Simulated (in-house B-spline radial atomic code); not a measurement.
**Yb⁴⁺: density, ELF and screening along the radius**

How do the shells of Yb⁴⁺ show in real space, and how much do the settings move them?

Method: several methods, spin-polarised, as named in each step; spherical all-electron atom at the radial basis limit. Code: in-house B-spline radial atomic code version 1.

## 1. The system

| Item | Value |
| --- | --- |
| element | ytterbium (Z = 70) |
| charge | +4 |
| electrons | 66 |
| configuration | [Xe] 4f11 6f1 |
| nucleus | point (non-relativistic runs) or finite (X2C runs) |

Outer shells as boxes (Hund's rule):

[Xe] 4f11 6f1
```
[Xe] core
4f [↑↓][↑↓][↑↓][↑↓][↑ ][↑ ][↑ ]
6f [↑ ][  ][  ][  ][  ][  ][  ]
```

Where spins are not typed, each open shell is filled with up spins first.

## 2. Hartree-Fock, X2C, [Xe] 4f11 6f1

Settings, as recorded:

```ini
Z = 70
electrons = 66.0
configuration = [Xe] 4f11 6f1
hamiltonian = x2c
method = hf
spin_polarised = True
nucleus = fermi
rms_radius = 5.3108
mass_number = 174
atomic_mass = 173.938867545
speed_of_light = 137.035999084
```

The run is started by

```bash
python run_scf.py task.json out
```

One command runs all members of the session, one after another, from task.json.

## 3. PBE, non-rel., [Kr] 4d9 4f12 5s2 5p6 6s1

Settings, as recorded:

```ini
Z = 70
electrons = 66.0
configuration = [Kr] 4d9 4f12 5s2 5p6 6s1
hamiltonian = nr
method = pbe,pbe
spin_polarised = True
```

## 4. r2SCAN, X2C, [Kr] 4d10 4f12 5s2 5p5 6f1

Settings, as recorded:

```ini
Z = 70
electrons = 66.0
configuration = [Kr] 4d10 4f12 5s2 5p5 6f1
hamiltonian = x2c
method = r2scan
spin_polarised = True
nucleus = fermi
rms_radius = 5.3108
mass_number = 174
atomic_mass = 173.938867545
speed_of_light = 137.035999084
```

## 5. PBE, X2C, [Kr] 4d9 4f12 5s2 5p6 6d1

Settings, as recorded:

```ini
Z = 70
electrons = 66.0
configuration = [Kr] 4d9 4f12 5s2 5p6 6d1
hamiltonian = x2c
method = pbe,pbe
spin_polarised = True
nucleus = fermi
rms_radius = 5.3108
mass_number = 174
atomic_mass = 173.938867545
speed_of_light = 137.035999084
```

Q: How large is the system in each run, where do the shell borders lie, and what is the highest level?

**Answer**, as computed:

| run | total energy (hartree) | highest level (eV) | radius holding 50 / 90 / 99 % (bohr) | radius at n = 0.001 (bohr) | ELF minima on the full grid (bohr) |
| --- | --- | --- | --- | --- | --- |
| Hartree-Fock, X2C, [Xe] 4f11 6f1 | -14050.0045 | -13.798 | 0.382 / 1.16 / 5.72 | 3.02 | 0.027, 0.11, 0.29, 0.97 |
| PBE, non-rel., [Kr] 4d9 4f12 5s2 5p6 6s1 | -13383.9600 | -35.709 | 0.386 / 1.18 / 2.56 | 3.79 | 0.030, 0.11, 0.34, 0.83, 2.5 |
| r2SCAN, X2C, [Kr] 4d10 4f12 5s2 5p5 6f1 | -14054.1198 | -12.640 | 0.381 / 1.14 / 5.61 | 2.97 | 0.027, 0.11, 0.29, 0.95 |
| PBE, X2C, [Kr] 4d9 4f12 5s2 5p6 6d1 | -14048.3675 | -21.609 | 0.381 / 1.16 / 3.48 | 4.62 | 0.028, 0.11, 0.28, 0.87, 2.7 |

**Reading.** In the first run ELF has 4 minima on the grid, which mark the borders between shells. On the record's full grid the screened charge (r times the electrostatic potential) falls from 69.9 near the nucleus to 4.00 at 22 bohr; far out it tends to the net charge, 4. The radius that holds 99 % of the electrons runs from 2.56 bohr (PBE, non-rel., [Kr] 4d9 4f12 5s2 5p6 6s1) to 5.72 bohr (Hartree-Fock, X2C, [Xe] 4f11 6f1). The grid is coarse (about 27 % a step), so the places of minima are rough. For X2C runs ELF uses the non-relativistic kinetic energy density, and the fields carry no picture-change correction.
